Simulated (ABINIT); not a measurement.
The system is ZnRe.

```
CELL_PARAMETERS angstrom
2.74822 0.00000 0.00000
-1.37411 2.38003 0.00000
0.00000 0.00000 4.49407
ATOMIC_POSITIONS crystal
Re 0.33333 0.66667 0.50000
Zn 0.00000 0.00000 0.00000
```

The cell comes from a database or a generator and needn't be the stable form of this composition.

```yaml
Program: ABINIT 10.8.3 (patched build)
Task: single point
Functional: PBE
Potentials_or_basis: JTH PAW PBE v2.0
Cutoff: 599 eV
k_mesh: 11 × 11 × 6
Occupations: fermi-dirac, width 0.05 eV
Spin: no spin polarisation
```

On this cell: pressure -2.0 GPa; largest force under 0.003 eV/Å; band gap on the k mesh none (metal or under the smearing width).

The same run follows on a disturbed copy (atoms moved at random, drawn with an rms of 0.05 Å):

```
Re Zn
1.0
     2.74822    0.00000    0.00000
    -1.37411    2.38003    0.00000
     0.00000    0.00000    4.49407
Re Zn
1 1
Direct
  0.32271 0.65968 0.51231
  0.01659 0.00189 0.99084
```

Question: What changes?

Answer: The energy (extrapolated to zero smearing) moves by +24.1 meV/atom; pressure -1.0 GPa; largest force 0.937 eV/Å; band gap on the k mesh none (metal or under the smearing width).

Forces in eV/Å, atoms in the order of the input:
```
Re   0.115  0.033 -0.929
Zn  -0.115 -0.033  0.929
```

Stress tensor (GPa, compression positive):
```
-1.52 -0.55 -0.36
-0.55 -1.07 -0.10
-0.36 -0.10 -0.41
```
